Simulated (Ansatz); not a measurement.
# CuH3Si: the cost of one run

The runs use Ansatz 0.2.0, Gaussian basis; UKS PBE0/def2-TZVP.

## Step 1: Where the work starts

5 atoms, charge 0, spin multiplicity 3.

Atoms are counted from 1 here; the program's logs count them from 0.

Bond lengths: Cu1–Si2 2.333 Å, Si2–H3 1.481 Å, Si2–H4 1.481 Å, Si2–H5 1.481 Å. Angles: Cu1–Si2–H3 112.9°, Cu1–Si2–H4 112.9°, Cu1–Si2–H5 112.9°, H3–Si2–H4 105.9°, H3–Si2–H5 105.9°, H4–Si2–H5 105.9°.

Geometry (Å):

```
Cu   -0.7852    0.0051    0.0043
Si    1.5481   -0.0101   -0.0084
H     2.1145   -1.3781   -0.0064
H     2.1342    0.6727    1.1674
H     2.1213    0.6639   -1.1957
```

The start was built by rule and, where that kept it together, relaxed with GFN2-xTB. Sticks and bond lists go by distance. 

## Step 2: Relaxation

Contents of in.yaml:

```yaml
crystal:
  periodic: [false, false, false]
  atoms:
    - {symbol: Cu, position_ang: [-0.785239, 0.005120, 0.004267]}
    - {symbol: Si, position_ang: [1.548065, -0.010094, -0.008413]}
    - {symbol: H, position_ang: [2.114478, -1.378149, -0.006364]}
    - {symbol: H, position_ang: [2.134229, 0.672745, 1.167405]}
    - {symbol: H, position_ang: [2.121329, 0.663870, -1.195659]}
basis:
  gaussian: {orbitals: def2-TZVP}
magnetization: {spin_polarized: true, initial_magnetization: 2}
hamiltonian: {xc: pbe0}
relax: {f_tol: 0.004, max_steps: 80}
```

Run with:

```
> ansatz run in.yaml --threads 1 --pin off --events-out ev --progress --plain --max-ram 2176MiB
```

What time and memory should one allow on 1 thread of Intel Xeon Platinum 8375C at 2.90GHz, shared host?

About 45 s, with a peak of 0.26 GiB.
